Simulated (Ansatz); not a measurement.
Geometry optimisation, DFT PBEsol, scalar-relativistic, plane waves, PAW in Ansatz 0.2.0.

Input file:

```yaml
accuracy: low
crystal:
  lattice:
    - [5.52, 0.0, 0.0]
    - [-4.14, 7.17069, 0.0]
    - [0.0, 0.0, 4.4574]
  atoms:
    - { symbol: Re, position: [0.0, 0.0, 0.0] }
    - { symbol: Re, position: [0.1666667, 0.2222222, 0.5] }
    - { symbol: Re, position: [0.0, 0.3333333, 0.0] }
    - { symbol: Re, position: [0.1666667, 0.5555556, 0.5] }
    - { symbol: Re, position: [0.0, 0.6666667, 0.0] }
    - { symbol: Re, position: [0.1666667, 0.8888889, 0.5] }
    - { symbol: Re, position: [0.5, 0.0, 0.0] }
    - { symbol: Re, position: [0.6666667, 0.2222222, 0.5] }
    - { symbol: Re, position: [0.5, 0.3333333, 0.0] }
    - { symbol: Re, position: [0.6666667, 0.5555556, 0.5] }
    - { symbol: Re, position: [0.5, 0.6666667, 0.0] }
    - { symbol: Re, position: [0.6666667, 0.8888889, 0.5] }
    - { symbol: Li, position: [0.8308723, 0.1270536, 0.7646577] }
basis:
  ecutwfc: 420.0
kpoints:
  mp_grid: { grid: [2, 2, 2] }
hamiltonian:
  xc: pbesol
scf:
  occupations: { method: fermi_dirac, width: 0.15 }
  lower_state_search: "off"
relax:
  f_tol: 0.08
  max_steps: 25
  adjacent_minimum: "off"
```

Run as:

```bash
$ ansatz run input.yaml --threads 2 --pin off --max-ram 5120MiB --backend cpu --events-out ev --progress --plain --runs-dir out
```

Problem. Where does it end, and by what steps?

Solution. The run converged. Limits of this set-up: coarse k mesh, a small cell, in which the defect meets its images, a typed lattice constant that wasn't relaxed here, low accuracy level. After 7 steps the energy has fallen by 2.853 eV; Re8 moved furthest, 0.19 Å.

```json
{"step": "0", "energy less start (eV)": "0.0000", "largest force component (eV/Å)": "5.345", "accepted": "yes"}
{"step": "1", "energy less start (eV)": "-2.1433", "largest force component (eV/Å)": "2.200", "accepted": "yes"}
{"step": "2", "energy less start (eV)": "-2.7045", "largest force component (eV/Å)": "0.550", "accepted": "yes"}
{"step": "3", "energy less start (eV)": "-2.7951", "largest force component (eV/Å)": "0.265", "accepted": "yes"}
{"step": "4", "energy less start (eV)": "-2.8355", "largest force component (eV/Å)": "0.413", "accepted": "yes"}
{"step": "5", "energy less start (eV)": "-2.8503", "largest force component (eV/Å)": "0.119", "accepted": "yes"}
{"step": "6", "energy less start (eV)": "-2.8522", "largest force component (eV/Å)": "0.082", "accepted": "yes"}
{"step": "7", "energy less start (eV)": "-2.8528", "largest force component (eV/Å)": "0.009", "accepted": "yes"}
```

```xyz
13
Lattice="5.5200 0.0000 0.0000 -4.1400 7.1707 0.0000 0.0000 0.0000 4.4574" Properties=species:S:1:pos:R:3
Re 0.061 -0.082 0.158
Re 0.074 1.685 2.088
Re -1.383 2.512 0.132
Re -1.404 4.012 2.210
Re -2.787 4.745 0.067
Re -2.760 6.410 2.241
Re 2.674 -0.073 0.151
Re 2.687 1.693 2.082
Re 1.368 2.372 -0.002
Re 1.394 4.037 2.172
Re 0.012 4.770 0.028
Re -0.010 6.269 2.105
Li 4.135 0.804 3.348
```

Whether the end is a true minimum wasn't checked by a vibrational analysis.

Run time: 36 s on 2 threads of Intel(R) Xeon(R) Platinum 8488C (Sapphire Rapids), with other jobs on the host, peak memory 0.62 GiB.
